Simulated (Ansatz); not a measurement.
I need a rigid torsion scan of FGeH5OSSi, SMILES F[SiH](S)[O][GeH3]. Use Ansatz 0.2.0, Python API. Use (for the species named): CAM-B3LYP, def2-SVP basis, multiplicity 1.

```yaml
atoms:
  - { symbol: F, position_ang: [-1.7321, 1.1456, -0.5195] }
  - { symbol: Si, position_ang: [-0.1845, 0.7193, -0.7941] }
  - { symbol: S, position_ang: [0.2612, 0.9818, -2.8837] }
  - { symbol: O, position_ang: [0.0943, -0.9226, -0.3757] }
  - { symbol: Ge, position_ang: [-0.1516, -1.0101, 1.3925] }
  - { symbol: H, position_ang: [0.7213, 1.5868, 0.0009] }
  - { symbol: H, position_ang: [1.6368, 0.5228, -2.6734] }
  - { symbol: H, position_ang: [0.0440, -2.4545, 1.8720] }
  - { symbol: H, position_ang: [-1.5536, -0.4787, 1.8732] }
  - { symbol: H, position_ang: [0.9474, -0.1415, 2.1107] }
```

`fgeh5ossi.py`:
```python
import logging
import sys

import ansatz
from ase import Atoms

logging.basicConfig(stream=sys.stdout, format='%(levelname)s:%(name)s:%(message)s')
logger = logging.getLogger('run')
logger.setLevel(logging.INFO)

atoms = Atoms(['F', 'Si', 'S', 'O', 'Ge', 'H', 'H', 'H', 'H', 'H'], positions=[
    (-1.7321, 1.1456, -0.5195),
    (-0.1845, 0.7193, -0.7941),
    (0.2612, 0.9818, -2.8837),
    (0.0943, -0.9226, -0.3757),
    (-0.1516, -1.0101, 1.3925),
    (0.7213, 1.5868, 0.0009),
    (1.6368, 0.5228, -2.6734),
    (0.044, -2.4545, 1.872),
    (-1.5536, -0.4787, 1.8732),
    (0.9474, -0.1415, 2.1107),
])

first = (
    ansatz.Crystal.molecule_from_ase(atoms).calculation()
    .basis(gaussian='def2-SVP')
    .functional('cam_b3lyp')
    .relax(force_tolerance=0.02, max_steps=80)
)
atoms.positions = first.run().report['positions_ang']

start = atoms.get_dihedral(0, 1, 2, 6)
energies = {}
for turn in range(0, 360, 30):
    turned = atoms.copy()
    turned.set_dihedral(0, 1, 2, 6, start + turn, indices=[2, 6])
    base = (
        ansatz.Crystal.molecule_from_ase(turned).calculation()
        .basis(gaussian='def2-SVP')
        .functional('cam_b3lyp')
    )
    energies[round((start + turn) % 360)] = base.run().report['free_energy_ev']
floor = min(energies.values())
logger.info('dihedral F0-Si1-S2-H6 (deg)   E - E(min) (eV)')
for angle, e in sorted(energies.items()):
    logger.info(f'{angle:8d} {(e - floor):14.3f}  ' + '#' * int(30 * (e - floor) / max(max(energies.values()) - floor, 1e-9)))
```

Running `python fgeh5ossi.py` prints:
```text
INFO:run:dihedral F0-Si1-S2-H6 (deg)   E - E(min) (eV)
INFO:run:      15          0.079  #############################
INFO:run:      45          0.048  ##################
INFO:run:      75          0.022  ########
INFO:run:     105          0.035  #############
INFO:run:     135          0.062  #######################
INFO:run:     165          0.075  ############################
INFO:run:     195          0.079  ##############################
INFO:run:     225          0.062  #######################
INFO:run:     255          0.022  ########
INFO:run:     285          0.000
INFO:run:     315          0.022  ########
INFO:run:     345          0.065  ########################
```

The scan is rigid and the energies are electronic, in a modest basis. With rigid groups the curve can differ much from the relaxed path, the start wasn't checked as a minimum of this torsion, and equivalent turns needn't return to the same energy. The whole script took 11 min on 1 thread of Intel(R) Xeon(R) Platinum 8259CL CPU @ 2.50GHz (Skylake/Cascade Lake) (shared host), peak memory 0.48 GiB.
